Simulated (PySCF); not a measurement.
# C₆H₂FNOS: magnetic properties

Aim: compute the magnetic properties of C₆H₂FNOS (`N#Cc1csc(C(=O)F)c1`).

Computed with PySCF 2.14.0 and routines of our own; the level stands in each step. Atoms count from 0.

## (1) The system as given

12 atoms, charge 0, multiplicity 1; geometry from: GFN2-xTB.

## (2) Magnetic properties: GIAO B3LYP/pcSseg-1

Job settings and geometry (Å):

```
{"job": {"kind": "mag", "xc": "B3LYP", "basis": "pcSseg-1", "isotopologues": 0}, "charge": 0, "multiplicity": 1}
N     -3.013169     2.154905    -0.244944
C     -2.196384     1.356999    -0.157979
C     -1.184002     0.380797    -0.052023
C     -1.432949    -0.968175     0.075396
S     -0.010772    -1.895005     0.180522
C      0.961628    -0.461186     0.052977
C      2.402378    -0.575317     0.080487
O      3.077684    -1.542611     0.182378
F      2.990309     0.654588    -0.032383
C      0.196988     0.672592    -0.064832
H     -2.395080    -1.442032     0.110354
H      0.604567     1.663759    -0.155980
```

With the program's defaults for keys left out, this is: GIAO B3LYP/pcSseg-1 magnetisability, rotational g tensor and spin-rotation constants, non-relativistic, gas phase.

Launch:

```
OMP_NUM_THREADS=1 python excited_run.py task.json out
```

This one command runs all jobs of the session in turn.

The log of the run:

```text
coarse grid: 12616 points
cycle   1  E = -857.5041452692  dE =  2.073e+00  |g| = 1.019e+00  |ddm| = 4.009e+00
cycle   2  E = -856.7211713740  dE =  7.830e-01  |g| = 2.226e+00  |ddm| = 2.936e+00
cycle   3  E = -857.6849701003  dE = -9.638e-01  |g| = 3.238e-01  |ddm| = 2.255e+00
cycle   4  E = -857.7017824318  dE = -1.681e-02  |g| = 1.356e-01  |ddm| = 4.044e-01
cycle   5  E = -857.7048998976  dE = -3.117e-03  |g| = 4.822e-02  |ddm| = 1.536e-01
cycle   6  E = -857.7054114275  dE = -5.115e-04  |g| = 1.556e-02  |ddm| = 5.255e-02
cycle   7  E = -857.7054563365  dE = -4.491e-05  |g| = 6.570e-03  |ddm| = 1.620e-02
cycle   8  E = -857.7054655422  dE = -9.206e-06  |g| = 1.406e-03  |ddm| = 6.383e-03
final grid: 123544 points
cycle   9  E = -857.7960807186  dE = -3.005e-05  |g| = 5.982e-03  |ddm| = 3.812e-02
cycle  10  E = -857.7960610241  dE =  1.969e-05  |g| = 1.165e-02  |ddm| = 1.403e-02
cycle  11  E = -857.7960871044  dE = -2.608e-05  |g| = 1.889e-03  |ddm| = 1.027e-02
cycle  12  E = -857.7960877797  dE = -6.752e-07  |g| = 4.654e-04  |ddm| = 1.864e-03
cycle  13  E = -857.7960878153  dE = -3.558e-08  |g| = 1.804e-04  |ddm| = 4.467e-04
cycle  14  E = -857.7960878215  dE = -6.241e-09  |g| = 8.174e-05  |ddm| = 2.192e-04
cycle  15  E = -857.7960878228  dE = -1.330e-09  |g| = 1.522e-05  |ddm| = 7.978e-05
cycle  16  E = -857.7960878229  dE = -5.070e-11  |g| = 6.600e-06  |ddm| = 2.339e-05
converged SCF energy = -857.7960878229

Magnetisability tensor (1e-30 J/T^2)
    -1081.86       64.65        1.82
       64.65    -1059.11      -71.61
        1.82      -71.61    -1801.73
isotropic -1314.24   principal values   -1808.66  -1132.87  -1001.17
isotropic susceptibility -79.145 1e-6 cm^3/mol

Inertial axes            a          b          c
rot. const./GHz      2.4084     0.7402     0.5662
chi total           -67.520    -60.995   -108.920
chi diamagnetic    -562.689  -1581.190  -2033.126
chi paramagnetic    495.169   1520.195   1924.206
quadrupole/D A      -27.597     16.529     11.069
g nuclear            0.5150     0.5034     0.5061
g electronic        -0.5603    -0.5286    -0.5118
g total             -0.0453    -0.0252    -0.0057

Spin-rotation constants (kHz, H = +C I.J)
atom  isotope        aa         bb         cc
  0    14N        0.179      0.142      0.135
  8    19F        7.251      0.846      0.856
 10     1H       -0.008      0.012     -0.067
 11     1H       -0.234      0.083     -0.065
  1    13C*       0.153      0.278      0.257
  2    13C*       1.044      0.234      0.087
  3    13C*       1.140      0.329      0.090
  4    33S*       0.991      0.338      0.171
  5    13C*       1.027      0.281      0.116
  6    13C*       0.740      0.351      0.171
  7    17O*      -1.246     -0.432     -0.065
  9    13C*       1.016      0.343      0.087
* in the singly substituted isotopologue
```

It took 32 s on 1 thread of Arm Neoverse V2, shared host; peak memory 0.82 GiB.

Key values:

```tsv
quantity	value
magnetisability	-1314·10⁻³⁰ J/T²
molar susceptibility	-79.1·10⁻⁶ cm³/mol
rotational g (a, b, c)	-0.0453, -0.0252, -0.0057
```

## (3) Magnetic properties: GIAO LDA/def2-SVP in chloroform

Settings changed since step 2:

```diff
@@ -1,2 +1,2 @@
-{"job": {"kind": "mag", "xc": "B3LYP", "basis": "pcSseg-1", "isotopologues": 0}, "charge": 0, "multiplicity": 1}
+{"job": {"kind": "mag", "xc": "LDA", "basis": "def2-SVP", "solvent": "chloroform"}, "charge": 0, "multiplicity": 1}
 N     -3.013169     2.154905    -0.244944
```

Level: GIAO LDA/def2-SVP magnetisability, non-relativistic, IEF-PCM chloroform.

The log of the run:

```text
coarse grid: 12616 points
cycle   1  E = -852.0334466203  dE =  1.738e+00  |g| = 9.750e-01  |ddm| = 5.076e+00
cycle   2  E = -850.9625031950  dE =  1.071e+00  |g| = 2.431e+00  |ddm| = 3.516e+00
cycle   3  E = -852.1788822177  dE = -1.216e+00  |g| = 4.637e-01  |ddm| = 2.745e+00
cycle   4  E = -852.2185688050  dE = -3.969e-02  |g| = 1.592e-01  |ddm| = 6.426e-01
cycle   5  E = -852.2223505108  dE = -3.782e-03  |g| = 8.227e-02  |ddm| = 2.394e-01
cycle   6  E = -852.2238719042  dE = -1.521e-03  |g| = 3.447e-02  |ddm| = 1.099e-01
cycle   7  E = -852.2241335743  dE = -2.617e-04  |g| = 1.122e-02  |ddm| = 3.534e-02
cycle   8  E = -852.2241618718  dE = -2.830e-05  |g| = 2.484e-03  |ddm| = 1.152e-02
cycle   9  E = -852.2241630351  dE = -1.163e-06  |g| = 1.085e-03  |ddm| = 3.276e-03
final grid: 123544 points
cycle  10  E = -852.3598679069  dE = -4.646e-05  |g| = 4.547e-03  |ddm| = 9.754e-02
cycle  11  E = -852.3598483611  dE =  1.955e-05  |g| = 1.004e-02  |ddm| = 1.628e-02
cycle  12  E = -852.3598721935  dE = -2.383e-05  |g| = 1.227e-03  |ddm| = 1.152e-02
cycle  13  E = -852.3598725207  dE = -3.272e-07  |g| = 6.309e-04  |ddm| = 1.877e-03
cycle  14  E = -852.3598725978  dE = -7.710e-08  |g| = 2.223e-04  |ddm| = 6.517e-04
cycle  15  E = -852.3598726082  dE = -1.040e-08  |g| = 7.179e-05  |ddm| = 2.251e-04
cycle  16  E = -852.3598726093  dE = -1.058e-09  |g| = 2.133e-05  |ddm| = 8.572e-05
cycle  17  E = -852.3598726093  dE = -7.481e-11  |g| = 9.322e-06  |ddm| = 2.662e-05
converged SCF energy = -852.3598726093

Magnetisability tensor (1e-30 J/T^2)
    -1044.65       56.40        2.92
       56.40    -1028.56      -73.72
        2.92      -73.72    -1791.68
isotropic -1288.30   principal values   -1798.83  -1090.07   -975.99
isotropic susceptibility -77.583 1e-6 cm^3/mol

Inertial axes            a          b          c
rot. const./GHz      2.4084     0.7402     0.5662
chi total           -64.992    -59.429   -108.328
chi diamagnetic    -559.862  -1580.690  -2031.997
chi paramagnetic    494.869   1521.261   1923.669
quadrupole/D A      -29.876     18.202     11.674
```

It took 11 s on 1 thread of Arm Neoverse V2, shared host; peak memory 0.6 GiB.

In short:

```tsv
quantity	value
magnetisability	-1288·10⁻³⁰ J/T²
molar susceptibility	-77.6·10⁻⁶ cm³/mol
```

## (4) Results

| quantity | value |
| --- | --- |
| magnetisability (step 2, GIAO B3LYP/pcSseg-1) | -1314·10⁻³⁰ J/T² |
| molar susceptibility (step 2, GIAO B3LYP/pcSseg-1) | -79.1·10⁻⁶ cm³/mol |
| rotational g (a, b, c) (step 2, GIAO B3LYP/pcSseg-1) | -0.0453, -0.0252, -0.0057 |

**Reading.** The values above hold for this geometry and these levels alone. Vibrational averaging and real surroundings are missing from these values.
